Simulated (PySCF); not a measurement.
# TaS(CH2SiH3)3: geometry, NMR shifts and electronic excitations, part 1 of 2

What NMR shifts and electronic excitations should TaS(CH2SiH3)3 (`[SiH3][CH2][Ta](=[S])([CH2][SiH3])[CH2][SiH3]`) show?

Computed with PySCF 2.14.0, with density-fitted response routines of our own, on a single molecule in the gas phase. Atoms are numbered from 0 throughout.

## (1) The starting structure

23 atoms, charge 0, multiplicity 1; geometry from: GFN2-xTB. The atoms were then displaced at random by about 0.03 Å, so the start is not that level's minimum.

Bonds of the start (Å): Ta0–S1 2.23, Ta0–C2 2.14, Ta0–C9 2.34, Ta0–C16 2.22, C2–Si3 2.01, C2–H4 1.12, C2–H5 1.08, Si3–H6 1.49, Si3–H7 1.46, Si3–H8 1.35, C9–Si10 1.91, C9–H11 1.12, C9–H12 1.17, Si10–H13 1.48, Si10–H14 1.44, Si10–H15 1.51, C16–Si17 1.90, C16–H18 1.10, C16–H19 1.10, Si17–H20 1.48, Si17–H21 1.43, Si17–H22 1.45.

## (2) Geometry optimisation at PBE0-D3(BJ)/def2-SVP

Job settings and geometry (Å):

```
{"job": {"xc": "PBE0", "basis": "def2-SVP", "d3": "d3bj", "grid": 1, "maxiter": 40, "shake": 0.03, "kind": "geom"}, "charge": 0, "multiplicity": 1}
Ta     0.037320    -0.051460     0.023330
S      0.075950     0.043520     2.248410
C      2.051570    -0.352810    -0.647520
Si     3.408440     0.891830     0.169590
H      2.395820    -1.382820    -0.373060
H      2.176520    -0.261910    -1.720920
H      2.889500     2.250310    -0.135040
H      3.411960     0.682610     1.611540
H      4.646450     0.726210    -0.333320
C     -0.830690     2.067560    -0.470620
Si    -2.513680     2.390000     0.370670
H     -0.089200     2.842680    -0.164610
H     -1.021940     2.197790    -1.616530
H     -3.482810     1.344150    -0.030770
H     -2.332830     2.404730     1.799180
H     -3.037920     3.723040    -0.096940
C     -1.436100    -1.650520    -0.409450
Si    -0.752340    -3.311370     0.218990
H     -2.401170    -1.523700     0.108940
H     -1.724510    -1.721370    -1.463630
H      0.498110    -3.575770    -0.535130
H     -0.490300    -3.351480     1.623000
H     -1.620890    -4.391560    -0.197840
```

Launch:

```
$ OMP_NUM_THREADS=1 python probes_run.py task.json out
```

One launch serves the whole session: the jobs run in the order shown.

The log of the run:

```text
step   0  E = -1445.90953804  max force = 0.091204
step   1  E = -1445.94434375  max force = 0.025450
step   2  E = -1445.94883224  max force = 0.013881
step   3  E = -1445.95054963  max force = 0.008035
step   4  E = -1445.95139552  max force = 0.004789
step   5  E = -1445.95178673  max force = 0.002796
step   6  E = -1445.95194627  max force = 0.001279
step   7  E = -1445.95203533  max force = 0.001789
step   8  E = -1445.95211675  max force = 0.001364
step   9  E = -1445.95219149  max force = 0.001756
step  10  E = -1445.95228676  max force = 0.001366
step  11  E = -1445.95237721  max force = 0.001501
step  12  E = -1445.95243538  max force = 0.000960
step  13  E = -1445.95248951  max force = 0.001011
step  14  E = -1445.95253465  max force = 0.000829
step  15  E = -1445.95257702  max force = 0.000850
step  16  E = -1445.95260749  max force = 0.000481
step  17  E = -1445.95263075  max force = 0.000314
step  18  E = -1445.95265783  max force = 0.000703
step  19  E = -1445.95270000  max force = 0.000986
step  20  E = -1445.95275712  max force = 0.001200
step  21  E = -1445.95280394  max force = 0.001108
step  22  E = -1445.95283719  max force = 0.000921
step  23  E = -1445.95286104  max force = 0.000685
step  24  E = -1445.95287921  max force = 0.000875
step  25  E = -1445.95289324  max force = 0.001194
step  26  E = -1445.95291236  max force = 0.000975
step  27  E = -1445.95292117  max force = 0.000900
step  28  E = -1445.95293708  max force = 0.000692
step  29  E = -1445.95294593  max force = 0.000753
step  30  E = -1445.95295793  max force = 0.000843
step  31  E = -1445.95296488  max force = 0.000567
step  32  E = -1445.95297298  max force = 0.000424
optimisation converged
```

Run time: 25 min. Hardware: 1 thread of Arm Neoverse V1, shared host; peak memory 1.2 GiB.

Along the way:

```
step  energy from step 0 (eV)  largest force component (eV/Å)
   0                   0.0000                          4.6899
   1                  -0.9471                          1.3087
   2                  -1.0692                          0.7138
   3                  -1.1160                          0.4132
   4                  -1.1390                          0.2463
   5                  -1.1496                          0.1438
   6                  -1.1540                          0.0658
   7                  -1.1564                          0.0920
   8                  -1.1586                          0.0701
   9                  -1.1607                          0.0903
  10                  -1.1633                          0.0702
  11                  -1.1657                          0.0772
  12                  -1.1673                          0.0494
  13                  -1.1688                          0.0520
  14                  -1.1700                          0.0426
  15                  -1.1712                          0.0437
  16                  -1.1720                          0.0247
  17                  -1.1726                          0.0161
  18                  -1.1733                          0.0361
  19                  -1.1745                          0.0507
  20                  -1.1761                          0.0617
  21                  -1.1773                          0.0570
  22                  -1.1782                          0.0474
  23                  -1.1789                          0.0352
  24                  -1.1794                          0.0450
  25                  -1.1798                          0.0614
  26                  -1.1803                          0.0501
  27                  -1.1805                          0.0463
  28                  -1.1809                          0.0356
  29                  -1.1812                          0.0387
  30                  -1.1815                          0.0433
  31                  -1.1817                          0.0292
  32                  -1.1819                          0.0218
```

Close pairs (by a distance rule), those that changed most:

```
    bond  before (Å)  after (Å)  change (Å)
  Ta0–C9       2.343      2.130      -0.212
Ta0–Si10       3.548      3.384      -0.164
  Si3–H8       1.346      1.498      +0.152
  C2–Si3       2.014      1.885      -0.129
 Ta0–Si3       3.504      3.379      -0.125
 Ta0–C16       2.217      2.128      -0.089
  Ta0–S1       2.227      2.161      -0.066
Si17–H21       1.429      1.490      +0.062
```

The final coordinates are the input of the step that follows.

```
                         at the end point                value
  point group (found at 0.08 Å tolerance)                   C1
rotational constants (GHz, main isotopes)  0.628, 0.615, 0.397
                        dipole moment (D)                 4.00
```

## (3) Shielding tensors: PBE0/def2-TZVP+pcSseg-1

Job settings and geometry (Å):

```
{"job": {"kind": "nmr", "xc": "PBE0", "basis": {"default": "pcSseg-1", "Ta": "def2-TZVP"}}, "charge": 0, "multiplicity": 1}
Ta    -0.011842     0.013469    -0.021226
S      0.229211     0.226598     2.116165
C      1.939922    -0.216148    -0.841148
Si     3.248675     0.898444    -0.067798
H      2.240917    -1.272157    -0.696529
H      1.866148    -0.029165    -1.932149
H      2.697279     2.277626     0.120765
H      3.662378     0.348934     1.254455
H      4.451050     1.017491    -0.953445
C     -0.976495     1.778836    -0.722592
Si    -2.399524     2.381316     0.357207
H     -0.216683     2.582496    -0.781721
H     -1.335889     1.573683    -1.751702
H     -3.263204     1.224790     0.756356
H     -1.866714     3.040599     1.583131
H     -3.270033     3.349773    -0.384661
C     -1.201955    -1.723026    -0.335413
Si    -0.738631    -3.203900     0.736195
H     -2.254467    -1.452689    -0.120084
H     -1.133656    -1.985721    -1.410971
H      0.750376    -3.348720     0.795362
H     -1.270030    -3.018976     2.116282
H     -1.289572    -4.473892     0.161792
```

Method: GIAO PBE0/pcSseg-1 Ta:def2-TZVP NMR shielding, scalar relativity only through core potentials, gas phase.

The log of the run:

```text
coarse grid: 87048 points
cycle   1  E = -1445.8281527449  dE = -1.945e+01  |g| = 1.398e+00  |ddm| = 7.541e+00
cycle   2  E = -1444.5822454130  dE =  1.246e+00  |g| = 2.278e+00  |ddm| = 4.889e+00
cycle   3  E = -1446.3197247700  dE = -1.737e+00  |g| = 3.708e-01  |ddm| = 3.845e+00
cycle   4  E = -1446.3319274480  dE = -1.220e-02  |g| = 3.171e-01  |ddm| = 6.982e-01
cycle   5  E = -1446.3628373098  dE = -3.091e-02  |g| = 2.276e-02  |ddm| = 3.564e-01
cycle   6  E = -1446.3629858857  dE = -1.486e-04  |g| = 7.874e-03  |ddm| = 4.035e-02
cycle   7  E = -1446.3629995443  dE = -1.366e-05  |g| = 3.446e-03  |ddm| = 9.866e-03
cycle   8  E = -1446.3630023476  dE = -2.803e-06  |g| = 1.284e-03  |ddm| = 3.590e-03
final grid: 177288 points
cycle   9  E = -1446.3630355635  dE =  2.270e-06  |g| = 3.194e-03  |ddm| = 5.620e-03
cycle  10  E = -1446.3630150066  dE =  2.056e-05  |g| = 9.012e-03  |ddm| = 1.165e-02
cycle  11  E = -1446.3630383991  dE = -2.339e-05  |g| = 5.341e-04  |ddm| = 8.767e-03
cycle  12  E = -1446.3630384785  dE = -7.946e-08  |g| = 4.428e-05  |ddm| = 5.060e-04
cycle  13  E = -1446.3630384791  dE = -6.075e-10  |g| = 1.025e-05  |ddm| = 7.141e-05
converged SCF energy = -1446.3630384791

GIAO shielding tensors (ppm)
atom      isotropic    diamagn.    paramagn.     s11        s22        s33       span
  0 Ta         nan         nan         nan        nan        nan        nan        nan
  1 S     -547.891    1065.577   -1613.469  -1118.038  -1116.160    590.523   1708.561
  2 C      138.903     261.672    -122.769     90.780    136.579    189.350     98.570
  3 Si     421.972     878.962    -456.990    375.024    425.927    464.964     89.940
  4 H       30.109      33.369      -3.261     24.805     29.940     35.582     10.778
  5 H       29.804      33.590      -3.786     25.006     30.718     33.687      8.681
  6 H       27.047      29.312      -2.265     24.644     25.552     30.945      6.301
  7 H       26.762      28.663      -1.901     24.561     25.253     30.473      5.911
  8 H       26.981      27.375      -0.394     23.652     25.110     32.182      8.531
  9 C      139.437     261.627    -122.191     91.090    137.795    189.425     98.335
 10 Si     421.488     878.934    -457.446    374.717    424.029    465.719     91.002
 11 H       30.083      33.247      -3.164     24.929     29.817     35.503     10.574
 12 H       29.807      33.583      -3.776     24.994     30.638     33.788      8.794
 13 H       27.086      29.314      -2.228     24.678     25.614     30.965      6.287
 14 H       26.748      28.628      -1.880     24.547     25.231     30.465      5.918
 15 H       26.966      27.319      -0.353     23.666     25.097     32.137      8.471
 16 C      139.102     261.709    -122.607     89.634    138.162    189.511     99.878
 17 Si     421.953     879.011    -457.059    376.834    424.124    464.900     88.065
 18 H       30.057      33.312      -3.255     24.810     29.777     35.585     10.775
 19 H       29.768      33.637      -3.869     25.002     30.601     33.703      8.701
 20 H       27.083      29.379      -2.296     24.655     25.607     30.985      6.330
 21 H       26.773      28.667      -1.895     24.567     25.248     30.503      5.935
 22 H       26.979      27.386      -0.407     23.682     25.113     32.142      8.460
```

It took 2 min on 1 thread of Arm Neoverse V1, shared host; peak memory 1.5 GiB.

The references, computed at this level on geometries of the same kind, shield at (ppm): 1H TMS 31.27, 13C TMS 184.4, 29Si TMS 352.0, 33S CS2 496. Their shielding less the atom's gives the shift. The references are single molecules in the gas phase. Atoms listed in one row are averaged.

```
                          atoms                            environment  σ (ppm)  δ (ppm)
                    C2, C9, C16           carbon bonded to Si, Ta, 2 H    139.1     45.3
H6, H7, H8, H13, H14 and 4 more      hydrogen on a silicon bonded to C    26.94     4.33
     H4, H5, H11, H12, H18, H19  hydrogen on a carbon bonded to Si, Ta    29.94     1.33
                             S1                    sulfur bonded to Ta     -548     1044
                Si3, Si10, Si17               silicon bonded to C, 3 H    421.8    -69.8
```

Atoms past Kr carry core potentials, so their printed shieldings have no meaning and are left out of the table.

Charges from the same density, by scheme (e):

```
          atoms  Mulliken  ESP fit
            Ta0      0.79     0.94
             S1     -0.21    -0.36
    C2, C9, C16     -0.87    -0.72
Si3, Si10, Si17      0.52     0.37
```

Mayer bond orders: Ta0–S1 2.36, Ta0–C2 0.99, Ta0–C9 0.98, Ta0–C16 0.98, C2–Si3 0.87, C9–Si10 0.87, C16–Si17 0.87.

With diffuse functions Mulliken charges and Mayer bond orders lose their meaning; the other schemes are steadier.

Orbitals, density, ELF and potential are computed afterwards from the orbital file.

Frontier orbitals at PBE0/def2-TZVP+pcSseg-1, with the share of their density that lies nearest to each atom:

```
orbital  energy (eV)            lies on
   HOMO        -7.52  S1 62 %; Ta0 11 %
   LUMO        -1.91  Ta0 59 %; S1 12 %
```

ELF in a plane through or near 9 of the atoms.

Values, 10 rows by 14 columns:
```
0.00 0.00 0.00 0.00 0.00 0.00 0.00 0.00 0.00 0.00 0.00 0.00 0.00 0.00
0.00 0.00 0.00 0.00 0.00 0.00 0.00 0.02 0.89 0.83 0.01 0.00 0.00 0.00
0.00 0.00 0.00 0.00 0.00 0.00 0.05 0.08 0.98 0.99 0.06 0.00 0.00 0.00
0.00 0.00 0.00 0.02 0.01 0.51 1.00 0.52 0.66 0.39 0.31 0.00 0.00 0.00
0.00 0.00 0.04 0.20 0.30 0.02 0.25 0.75 0.19 0.01 0.00 0.00 0.00 0.00
0.00 0.25 1.00 0.97 0.75 0.45 0.46 0.63 0.80 1.00 0.92 0.00 0.00 0.00
0.00 0.01 0.84 0.16 0.29 0.99 0.54 0.14 0.68 0.66 0.04 0.00 0.00 0.00
0.00 0.00 0.00 0.00 0.01 0.30 0.00 0.30 0.24 0.98 0.98 0.12 0.00 0.00
0.00 0.00 0.00 0.00 0.00 0.00 0.00 0.04 0.03 0.95 0.95 0.01 0.00 0.00
0.00 0.00 0.00 0.00 0.00 0.00 0.00 0.00 0.00 0.00 0.00 0.00 0.00 0.00
```
The map spans 14.5 Å across and 13.7 Å up, centred on the molecule. Atoms in the plane (x, y in Å): C2 (1.7, -1.2), H4 (2.6, -0.5), H8 (2.8, -3.7), C9 (-1.9, -0.9), H11 (-1.8, -2.0), H15 (-4.6, -0.6), C16 (0.2, 2.0), H18 (-0.8, 2.5), H22 (1.8, 4.3).

log10 of the density (e/Å³) in the same plane.

Ten even steps from '0' (-4.0) to '9' (1.1):
```
0000000000000000000000000000
0000000000000001222100000000
0000000000000123444320000000
0000000000001235665431000000
0000000000133446776531000000
0000000111356666665432100000
0000012222468887665542100000
0001233443467897655432100000
0012344554456776544321000000
0123556666666886555531000000
0135677677877887778752100000
0134666667977667897653100000
0023444456876556776542100000
0001222345654445666643200000
0000000123333345567764310000
0000000000012344557764310000
0000000000001223345543200000
0000000000000011122221000000
0000000000000000000000000000
0000000000000000000000000000
```
The map spans 14.5 Å across and 13.7 Å up, centred on the molecule. Atoms in the plane (x, y in Å): C2 (1.7, -1.2), H4 (2.6, -0.5), H8 (2.8, -3.7), C9 (-1.9, -0.9), H11 (-1.8, -2.0), H15 (-4.6, -0.6), C16 (0.2, 2.0), H18 (-0.8, 2.5), H22 (1.8, 4.3).

On the surface of density 0.002 e/bohr³ the electrostatic potential runs, from the 1st to the 99th percentile, from -0.78 V near S1 to 1.79 V near H5.

## (4) Excited states and response: CAM-B3LYP/def2-SVPD

Same as in step 3 but for these lines:

```diff
@@ -1,2 +1,2 @@
-{"job": {"kind": "nmr", "xc": "PBE0", "basis": {"default": "pcSseg-1", "Ta": "def2-TZVP"}}, "charge": 0, "multiplicity": 1}
+{"job": {"kind": "uv", "xc": "CAM-B3LYP", "basis": "def2-SVPD", "ip": false, "nstates": 10}, "charge": 0, "multiplicity": 1}
 Ta    -0.011842     0.013469    -0.021226
```

Level: TDDFT CAM-B3LYP/def2-SVPD, vertical, gas phase, core orbitals frozen in the response.

The log of the run:

```text
coarse grid: 87048 points
cycle   1  E = -1445.6025156991  dE = -1.214e+01  |g| = 1.823e+00  |ddm| = 1.102e+01
cycle   2  E = -1444.6553608897  dE =  9.472e-01  |g| = 2.341e+00  |ddm| = 6.422e+00
cycle   3  E = -1446.4635912028  dE = -1.808e+00  |g| = 2.957e-01  |ddm| = 4.715e+00
cycle   4  E = -1446.4755496316  dE = -1.196e-02  |g| = 2.407e-01  |ddm| = 8.499e-01
cycle   5  E = -1446.4927394703  dE = -1.719e-02  |g| = 3.150e-02  |ddm| = 3.851e-01
cycle   6  E = -1446.4930787449  dE = -3.393e-04  |g| = 9.662e-03  |ddm| = 8.781e-02
cycle   7  E = -1446.4931213076  dE = -4.256e-05  |g| = 3.185e-03  |ddm| = 2.606e-02
cycle   8  E = -1446.4931269811  dE = -5.674e-06  |g| = 1.066e-03  |ddm| = 9.719e-03
final grid: 177288 points
cycle   9  E = -1446.4931210188  dE = -2.488e-07  |g| = 1.487e-03  |ddm| = 9.374e-03
cycle  10  E = -1446.4931194506  dE =  1.568e-06  |g| = 2.856e-03  |ddm| = 5.513e-03
cycle  11  E = -1446.4931217368  dE = -2.286e-06  |g| = 2.225e-04  |ddm| = 3.694e-03
cycle  12  E = -1446.4931217579  dE = -2.105e-08  |g| = 9.054e-05  |ddm| = 3.845e-04
cycle  13  E = -1446.4931217667  dE = -8.846e-09  |g| = 3.468e-05  |ddm| = 4.021e-04
cycle  14  E = -1446.4931217672  dE = -5.025e-10  |g| = 4.700e-06  |ddm| = 1.012e-04
converged SCF energy = -1446.4931217672

Static polarisability (au): isotropic 183.959, principal 166.066 192.263 193.548

Singlet excitations
state   eV       nm        f      main configurations
  1   4.0694    304.7   0.00001   H->L 0.48, H-1->L+1 0.44
  2   4.2618    290.9   0.00476   H-1->L+1 0.30, H->L 0.28, H->L+1 0.19
  3   4.2626    290.9   0.00510   H-1->L 0.30, H->L+1 0.29, H-1->L+1 0.19
  4   4.7501    261.0   0.01594   H-1->L 0.43, H->L+1 0.43
  5   4.9323    251.4   0.00045   H-3->L 0.46, H-4->L+1 0.40
  6   4.9559    250.2   0.00280   H-2->L 0.80
  7   4.9586    250.0   0.00278   H-2->L+1 0.80
  8   5.1483    240.8   0.00519   H-3->L+1 0.40, H-4->L 0.37, H-2->L 0.10
  9   5.1522    240.6   0.00470   H-4->L+1 0.40, H-3->L 0.36, H-2->L+1 0.10
 10   5.3059    233.7   0.00993   H-4->L 0.46, H-3->L+1 0.43

Triplet excitations (Tamm-Dancoff, eV): 3.6263 3.8317 3.8324 4.0554
```

Wall time 3.9 min (1 thread of Arm Neoverse V1, shared host); peak memory 2 GiB.

The orbitals next to the gap, with their largest atomic shares:

```
orbital     eV                       atoms
 HOMO−3  -9.88  Ta0 29 %, C2 19 %, C9 16 %
 HOMO−2  -9.71   S1 48 %, Ta0 25 %, C9 5 %
 HOMO−1  -8.70  S1 57 %, Ta0 17 %, C16 7 %
   HOMO  -8.70   S1 56 %, Ta0 17 %, C9 6 %
   LUMO  -0.82   Ta0 61 %, S1 12 %, C2 6 %
 LUMO+1  -0.81  Ta0 61 %, S1 12 %, C16 6 %
 LUMO+2   0.02   Ta0 45 %, S1 13 %, C9 7 %
```

With each of the 10 states as a Gaussian band of 0.4 eV half-width at 1/e, the curve within the window shown has maxima at 249 nm (ε 1,300) L/(mol cm). Beyond the last state computed it falls off for lack of states. The curve at chosen wavelengths:

(nm, ε (L/mol/cm)): (221, 362), (226, 598), (232, 889), (237, 1083), (243, 1223), (248, 1263), (254, 1235), (259, 1163), (265, 1042), (270, 932), (275, 826), (281, 715), (286, 633), (292, 542), (297, 466), (303, 377), (308, 305), (313, 239), (319, 170), (324, 124), (330, 82), (335, 56), (341, 34), (346, 22), (352, 13), (357, 8)

Leading natural transition orbitals of singlet state 4: the hole lies on S1 61 %; Ta0 11 %; C2 9 %; the particle on Ta0 60 %; S1 6 %.

Leading natural transition orbitals of singlet state 1: the hole lies on S1 70 %; Ta0 12 %; the particle on Ta0 61 %; S1 16 %.

Ground-state properties from the same run:

```
           property  computed
  dipole moment (D)      4.04
polarisability (Å³)     27.26
 HOMO–LUMO gap (eV)      7.88
      −ε(HOMO) (eV)      8.70
```

(Continued in part 2 of 2.)
